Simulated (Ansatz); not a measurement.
# SbS3: one candidate of a structure search

Aim: relax a trial structure of SbS3 and see where it ends.

Computed with Ansatz 0.2.0 (DFT PBE, scalar-relativistic, plane waves, PAW, unless a step's input says otherwise).

1 further run of the same task is left out (it didn't finish). Runs told in other sessions of the task aren't counted.

## 1. The system as given

It takes space group Pm-3m (No. 221, cubic). Conventional cell: a = 4.955 Å, b = 4.955 Å, c = 4.955 Å, α = 90.00°, β = 90.00°, γ = 90.00°. Sb (site symmetry m-3m) has 6 S at 2.48 Å in its first shell of neighbours. S (site symmetry 4/mmm) has 2 Sb at 2.48 Å in its first shell of neighbours.

Coordinates:

```
CELL_PARAMETERS angstrom
4.95543 0.00000 0.00000
0.00000 4.95543 0.00000
0.00000 0.00000 4.95543
ATOMIC_POSITIONS crystal
Sb 0.00000 0.00000 0.00000
S 0.50000 0.00000 0.00000
S 0.00000 0.50000 0.00000
S 0.00000 0.00000 0.50000
```

The cell is invented: random cell by space group and Wyckoff sites (Pm-3m, No. 221). Its size is a rough estimate.

## 2. A first look at the guess

Contents of input.yaml:

```yaml
crystal:
  lattice:
    - [4.95543076, 0.0, 0.0]
    - [0.0, 4.95543076, 0.0]
    - [0.0, 0.0, 4.95543076]
  atoms:
    - { symbol: Sb, position: [0.0, 0.0, 0.0] }
    - { symbol: S, position: [0.5, 0.0, 0.0] }
    - { symbol: S, position: [0.0, 0.5, 0.0] }
    - { symbol: S, position: [0.0, 0.0, 0.5] }
basis:
  ecutwfc: 420
kpoints:
  mp_grid: { grid: [4, 4, 4] }
hamiltonian:
  xc: pbe
scf:
  occupations: { method: gaussian, width: 0.1 }
  lower_state_search: "off"
output:
  forces: true
  stress: true
  eigenvalues: true
```

Command:

```console
> ansatz run input.yaml --threads 1 --pin off --max-ram 2560MiB --backend cpu --events-out ev --progress --plain --runs-dir out
```

Output, shortened:

```text
[...]
SCF converged after 6 iterations
Free energy (F): -9187.819637 eV
[...]
E sigma→0 (E₀):  -9187.794120 eV
Entropy (-TS):   -0.051034 eV (-12.759 meV/atom)
Fermi energy:    2.746872 eV
[...]
--- Forces (eV/Å), atoms counted from 1 ---
  atom   1  Sb     0.00000000     0.00000000    -0.00000000
  atom   2  S     -0.00000000     0.00000000     0.00000000
  atom   3  S     -0.00000000     0.00000000     0.00000000
  atom   4  S     -0.00000000    -0.00000000     0.00000000
[...]
--- Stress (GPa, compression-positive) ---
        3.451177       0.000000       0.000000
        0.000000       3.451177       0.000000
       -0.000000       0.000000       3.451177
  P = ⅓ Tr σ = 3.4512 GPa (34.512 kbar)
--- Band table (eV; the first three rows and the last of 10) ---
  k-point 0: bands = ["-26.6594", "-26.6594", "-26.5880", "-26.5880", "-26.5880", "-11.4093", "-8.2622", "-8.2622", "-2.8650", "-2.8650", "-2.8650", "-2.2013", "2.2946", "2.2946", "2.2946", "2.3392", "2.3392", "2.3392", "8.4291", "8.9882", "8.9882"]
[...]
```

Run time: 3.9 s. Hardware: 1 thread of Intel Xeon at 2.50GHz (Skylake/Cascade Lake), shared host; peak memory 0.36 GiB.

From the probe: pressure 3.5 GPa, largest force 0.00 eV/Å, gap on this mesh none (metal). A guess like this is first relaxed loosely on the coarse mesh.

## 3. A loose first relaxation

input.yaml: that of step 2 with these lines changed.

```diff
@@ -23 +23,6 @@
   eigenvalues: true
+relax:
+  adjacent_minimum: "off"
+  f_tol: 0.04
+  max_steps: 70
+  cell: { stress_tol: 0.4 }
```

Command:

```console
> ansatz run input.yaml --threads 1 --pin off --max-ram 2560MiB --backend cpu --events-out ev --progress --plain --runs-dir out
```

Output, shortened:

```text
Warning: RAYON_NUM_THREADS=1 ignored (pool sized by the plan → 1); use --threads N
[...]
Pseudopotentials: kind: paw
Pseudopotential: Sb, paw, valence charge 15, recommended cutoff 420 eV (normal), Sb.paw.azcp
Pseudopotential: S, paw, valence charge 6, recommended cutoff 420 eV (normal), S.paw.azcp
Functional definition: PBE
[...]
Crystal: 4 atoms, lattice volume = 121.687 Å³
Basis set: ecut = 420 eV, 2373 PW (Γ), exchange–correlation on 72×72×72 points (8 copies of the dense FFT grid, shifted against one another)
Bands: 21, of which v1, the nominal top of the filled ones, is band 17 counted from 1 (16 counted from 0)
Symmetry: 48 space group operations
Space group: Pm-3m (ITA 221), of the structure as read, at distance tolerance 5.0e-5 Å
k-points: 10 of 64
[...]
SCF iter   1: F=—  HF=-9187.817344 eV  |F-HF|=—  |Δ(HF+E_count)|=         —  Δρ=2.81e-3  dr2=1.46e-2  ethr=1.77e-3  ⟨swp⟩=6.6  Hψ=1147  notcnv=0
[...]
  k-point 0: bands = ["-27.3727", "-27.3727", "-27.3214", "-27.3214", "-27.3214", "-11.6372", "-8.8838", "-8.8838", "-3.2775", "-3.1778", "-3.1778", "-3.1778", "1.6730", "1.6730", "1.6730", "1.6999", "1.6999", "1.6999", "7.7246", "8.4148", "8.4148"]
[...]
--- Relaxed structure (2 steps of the walk, 2 accepted, 1 SCFs on fresh bases) ---
  F+E_penalty+E_count = -9187.90580447 eV   max|allowed force component| = 4.947e-30 eV/Å   (the final SCF, on the basis selected at the relaxed cell)
  cell:  # Å, volume = 131.0597 Å³
    - [5.079524737852892, 1.9901276092001435e-33, -2.311115933264683e-33]
    - [1.9901276092001435e-33, 5.079524737852892, 0.0]
    - [-2.311115933264683e-33, 0.0, 5.079524737852892]
  atoms:
    - { symbol: Sb, position: [4.713005899292117e-47, -2.064241353352065e-47, -2.945628687057573e-48] }
    - { symbol: S, position: [0.49999999999999994, 2.950732239941784e-48, -2.907968004580309e-48] }
    - { symbol: S, position: [-2.3563093684172797e-47, 0.49999999999999994, 2.4527285927757654e-64] }
    - { symbol: S, position: [-2.3563093684172797e-47, 5.730168305291684e-48, 0.49999999999999994] }
```

It took 13 s on 1 thread of Intel Xeon at 2.50GHz (Skylake/Cascade Lake), shared host; peak memory 0.39 GiB.

The steps of the relaxation:

```csv
step,energy from step 1 (eV/cell),largest force component (eV/Å),pressure (GPa),volume (Å³)
1,0.0000,0.0000,3.45,121.69
2,-0.0853,0.0000,-0.24,131.06
3,-0.0862,0.0000,-0.25,131.06
```

Step 1 is the start. Step 3 repeats the geometry before it on a plane-wave basis chosen anew for that cell, so its energy need not be comparable with the rows above.

|  | before | after | change |
| --- | --- | --- | --- |
| a (Å) | 4.955 | 5.080 | +2.5 % |
| b (Å) | 4.955 | 5.080 | +2.5 % |
| c (Å) | 4.955 | 5.080 | +2.5 % |
| volume (Å³/atom) | 30.42 | 32.76 | +7.7 % |
| shortest distance (Å) | 2.478 | 2.540 | +2.5 % |
| space group (0.01 Å) | Pm-3m | Pm-3m | same |

Forces and stress were held to the start's 48 operations: a distortion of lower symmetry was not tested.

## 4. Full relaxation

The end of the coarse run is made exact in the group found at a tolerance of 0.06 Å and reduced to its primitive cell.

Contents of input.yaml:

```yaml
crystal:
  lattice:
    - [5.0795247379, 0.0, 0.0]
    - [0.0, 5.0795247379, 0.0]
    - [0.0, 0.0, 5.0795247379]
  atoms:
    - { symbol: Sb, position: [0.0, 0.0, 0.0] }
    - { symbol: S, position: [0.5, 0.0, 0.0] }
    - { symbol: S, position: [0.0, 0.5, 0.0] }
    - { symbol: S, position: [0.0, 0.0, 0.5] }
basis:
  ecutwfc: 420
kpoints:
  mp_grid: { grid: [10, 10, 10] }
hamiltonian:
  xc: pbe
scf:
  occupations: { method: gaussian, width: 0.1 }
output:
  forces: true
  stress: true
  eigenvalues: true
  write_density: true
  write_potential: true
  elf: true
  volumetric_format: npy
relax:
  adjacent_minimum: "off"
  f_tol: 0.01
  max_steps: 80
  cell: { stress_tol: 0.05 }
```

Command:

```console
> ansatz run input.yaml --threads 1 --pin off --max-ram 2560MiB --backend cpu --events-out ev --progress --plain --runs-dir out
```

Output, shortened:

```text
Warning: RAYON_NUM_THREADS=1 ignored (pool sized by the plan → 1); use --threads N
[...]
[... 4 set-up lines as earlier in the session ...]
[...]
Crystal: 4 atoms, lattice volume = 131.060 Å³
Basis set: ecut = 420 eV, 2553 PW (Γ), exchange–correlation on 72×72×72 points (8 copies of the dense FFT grid, shifted against one another)
Bands: 21, of which v1, the nominal top of the filled ones, is band 17 counted from 1 (16 counted from 0)
[... 1 set-up line as earlier in the session ...]
Space group: Pm-3m (ITA 221), of the structure as read, at distance tolerance 5.1e-5 Å
k-points: 56 of 1000
[...]
SCF iter   1: F=—  HF=-9187.883805 eV  |F-HF|=—  |Δ(HF+E_count)|=         —  Δρ=1.70e-3  dr2=9.70e-3  ethr=1.77e-3  ⟨swp⟩=7.8  Hψ=6706  notcnv=0
[...]
WARN: The input density's exchange-correlation potential varies sharply where the density is thin. Do not read a vacuum level from v_tot or v_xc, or from such a field of the output density. On a cell that repeats whose density bears no net charge and no dipole along the vacuum's axis use [...]
        0.000000       0.021294       0.000000
        0.000000       0.000000       0.021294
  P = ⅓ Tr σ = 0.0213 GPa (0.213 kbar)
--- Band table (eV; the first three rows and the last of 56) ---
  k-point 0: bands = ["-27.3220", "-27.3220", "-27.2676", "-27.2676", "-27.2676", "-11.6124", "-8.7881", "-8.7881", "-3.1455", "-3.1455", "-3.1455", "-3.1366", "1.7731", "1.7731", "1.7731", "1.8004", "1.8004", "1.8004", "7.8388", "8.4933", "8.4933"]
[...]
--- Relaxed structure (2 steps of the walk, 2 accepted, 1 SCFs on fresh bases) ---
  F+E_penalty+E_count = -9187.88978112 eV   max|allowed force component| = 1.335e-30 eV/Å   (the final SCF, on the basis selected at the relaxed cell)
  cell:  # Å, volume = 129.5655 Å³
    - [5.060146927640077, -1.2037062152420224e-34, 1.2839532962581572e-34]
    - [-1.2037062152420224e-34, 5.060146927640077, 0.0]
    - [1.2839532962581572e-34, 0.0, 5.060146927640077]
  atoms:
    - { symbol: Sb, position: [2.2558280368555294e-46, -4.310499433481904e-48, 9.363352709384397e-97] }
    - { symbol: S, position: [0.5, 4.3084967126686194e-48, 1.1495561018106533e-47] }
    - { symbol: S, position: [-3.8796516149343266e-47, 0.5, -2.3384951070156923e-86] }
    - { symbol: S, position: [-4.453895112897635e-47, -4.310499433481904e-48, 0.5] }
```

Wall time 69 s (1 thread of Intel Xeon at 2.50GHz (Skylake/Cascade Lake), shared host); peak memory 0.47 GiB.

Relaxation path:

```csv
step,energy from step 1 (eV/cell),largest force component (eV/Å),pressure (GPa),volume (Å³)
1,0.0000,0.0000,-0.42,131.06
2,-0.0020,0.0000,0.02,129.57
3,-0.0019,0.0000,0.02,129.57
```

Step 1 is the start. Step 3 repeats the geometry before it on a plane-wave basis chosen anew for that cell, so its energy need not be comparable with the rows above.

|  | before | after | change |
| --- | --- | --- | --- |
| a (Å) | 5.080 | 5.060 | -0.4 % |
| b (Å) | 5.080 | 5.060 | -0.4 % |
| c (Å) | 5.080 | 5.060 | -0.4 % |
| volume (Å³/atom) | 32.76 | 32.39 | -1.1 % |
| shortest distance (Å) | 2.540 | 2.530 | -0.4 % |
| space group (0.01 Å) | Pm-3m | Pm-3m | same |

The run keeps the 48 symmetry operations of the start, so it could not have lowered the symmetry.

Density in a lattice plane of the grid's cell (edges 5.06 and 5.06 Å, at 0.000 of the third edge), which holds Sb and S.

Ten even steps from ' ' (-0.01 e/Å³) to '@' (23.20 e/Å³):
```
**++::                                      ::++
::::..                                      ..::
                                                
                                                
                                                
                                                
                                                
                                                
                                                
                                                
                                                
                                                
                                                
                                                
                                                
                                                
                                                
::::..                                      ..::
**++::                                      ::++
@@##--..                                  ..--##
```
Columns run along the first of these edges and rows up along the second, over one cell in 24 and 20 even steps from the bottom left corner. Atoms in the plane (fractional): Sb at (0.00, 0.00), S at (0.50, 0.00), S at (1.00, 0.50).

ELF in the same plane.

Ten even steps from ' ' (0.00) to '@' (0.89):
```
      ::--==++##%%%%**::..::**%%%%##++==--::    
  ..::------==**%%@@%%%%##%%%%@@%%**==------::..
--------------++##%%@@@@@@@@@@%%##++------------
----------::::--++##@@@@@@@@@@##++--::::--------
++++++==--::....::++##%%%%%%##++::....::--==++++
%%####**++--..  ..::--++**++--::..  ..--++**####
%%%%%%%%##**--..    ....::....    ..--**##%%%%%%
++**%%@@@@%%**--..              ..--**%%@@@@%%**
..::##@@@@@@%%++::              ::++%%@@@@@@##::
    ++@@@@@@%%**--..          ..--**%%@@@@@@++  
..::##@@@@@@%%++::              ::++%%@@@@@@##::
++**%%@@@@%%**--..              ..--**%%@@@@%%**
%%%%%%%%##**--..    ....::....    ..--**##%%%%%%
%%####**++--..  ..::--++**++--::..  ..--++**####
++++++==--::....::++##%%%%%%##++::....::--==++++
----------::::--++##@@@@@@@@@@##++--::::--------
--------------++##%%@@@@@@@@@@%%##++------------
  ..::------==**%%@@%%%%##%%%%@@%%**==------::..
      ::--==++##%%%%**::..::**%%%%##++==--::    
      ..--==++##%%##--      --##%%##++==--..    
```
Columns run along the first of these edges and rows up along the second, over one cell in 24 and 20 even steps from the bottom left corner. Atoms in the plane (fractional): Sb at (0.00, 0.00), S at (0.50, 0.00), S at (1.00, 0.50).

Both are smooth fields of the valence electrons: close to the nuclei they are not physical.

Outside the cores ELF peaks at 0.90 beside S, off the lines to its neighbours, 0.8 Å from S.

## 5. Summary of results

```
                              quantity                                                                      value
symmetry at the end (tolerance 0.05 Å)                                                space group Pm-3m (No. 221)
                     conventional cell  a = 5.060 Å, b = 5.060 Å, c = 5.060 Å, α = 90.00°, β = 90.00°, γ = 90.00°
                                volume                                                              32.39 Å³/atom
              energy over the elements                                                              +0.70 eV/atom
                       gap on the mesh                                                               none (metal)
```

The space group Pm-3m (No. 221) is kept, and the volume per atom grows by 6.5 % from the first guess. With a positive formation energy it can't be a ground state. No finished test with a distortion of lower symmetry is shown, so the end may be a saddle point. The runs treat Sb without spin-orbit coupling. Spin polarisation is off in the runs that give these values; a magnetic solution could lie lower.
